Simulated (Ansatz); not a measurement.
# GeN (quartet): from Hartree-Fock to the top rungs, aug-cc-pVDZ

One table from this session's results is given with a row withheld; the runs are named, their logs left out.

Method: aug-cc-pVDZ, core rule «outside noble gas», up to 15 orbitals frozen; program: Ansatz 0.2.0, Gaussian basis.

To be run: UHF; CCSD(T) on ROHF; CCSD(T) on UHF; BCCD(T) on ROHF; CISD as a restricted active space (open shells left free, so some higher excitations enter); CCSDT(Q) on ROHF; CCSDT(Q) on UHF; CASSCF and MRCISD+Q, 9 electrons in 8 orbitals; CASSCF and NEVPT2, 9 electrons in 8 orbitals.

11 further runs of the same task are left out: 2 that didn't finish, 9 set aside as unsound or not needed. Runs told in other sessions of the task aren't counted.

### What is computed

The geometry is a PBE0/def2-TZVPD stationary point (not a proven minimum) of the parent state, kept for this charge and spin. No spin-orbit coupling is included. The filled d shell of Ge may be among the frozen orbitals whatever the setting's name suggests.

2 atoms, charge 0, spin multiplicity 4.

Atoms are counted from 1 here; the program's logs count them from 0.

Bond lengths: Ge1–N2 1.821 Å.

Set-up of the first run:

The input, in.yaml:

```yaml
crystal:
  periodic: [false, false, false]
  atoms:
    - {symbol: Ge, position_ang: [0.000000, 0.000000, 0.000000]}
    - {symbol: N, position_ang: [0.000000, 0.000000, 1.821500]}
basis:
  gaussian: {orbitals: aug-cc-pVDZ}
magnetization: {spin_polarized: true, initial_magnetization: 3}
hamiltonian: {xc: hf}
output: {orbitals: {seedname: orbitals}}
```

Started as:

```sh
$ ansatz run in.yaml --threads 1 --pin off --events-out ev --progress --plain --max-ram 2393MiB
```

Among the steps run: UHF; CCSD(T) on ROHF; CCSD(T) on UHF; BCCD(T) on ROHF; CISD as a restricted active space (open shells left free, so some higher excitations enter); CCSDT(Q) on ROHF; CCSDT(Q) on UHF; CASSCF and MRCISD+Q, 9 electrons in 8 orbitals; CASSCF and NEVPT2, 9 electrons in 8 orbitals.

One of the session's tables, all rows but one given; the rest of the session is left out.

| method | from UCCSDT(Q) (kcal/mol) |
| --- | --- |
| ROHF | +126.23 |
| UHF | +119.79 |
| RMP2 | ? |
| UMP2 | +24.63 |
| RCCSD | +4.36 |
| UCCSD | +4.14 |
| RCCSD(T) | +1.00 |
| UCCSD(T) | +0.91 |
| BCCD(T) | +1.01 |
| RCCSDT | +0.31 |
| UCCSDT | +0.20 |
| RCCSDT(Q) | +0.12 |
| UCCSDT(Q) | 0 |
| CASSCF valence | +98.29 |
| NEVPT2 valence | +17.31 |
| MRCISD valence | +3.59 |
| MRCISD+Q valence | -3.73 |

**Question.** Estimate the row for RMP2.

As computed: from UCCSDT(Q) (kcal/mol): +24.32. In the column «from UCCSDT(Q) (kcal/mol)» it lies between NEVPT2 valence (+17.31) and UMP2 (+24.63).

Not comparable, so not listed: CISD as a restricted active space (open shells left free, so some higher excitations enter) (they don't share determinant, frozen orbitals or solution with the rows shown, or repeat one).

To keep in mind: Restricted and unrestricted rows rest on different reference determinants; a gap between their highest levels can come from leftover correlation error, from unlike frozen cores or from another state.
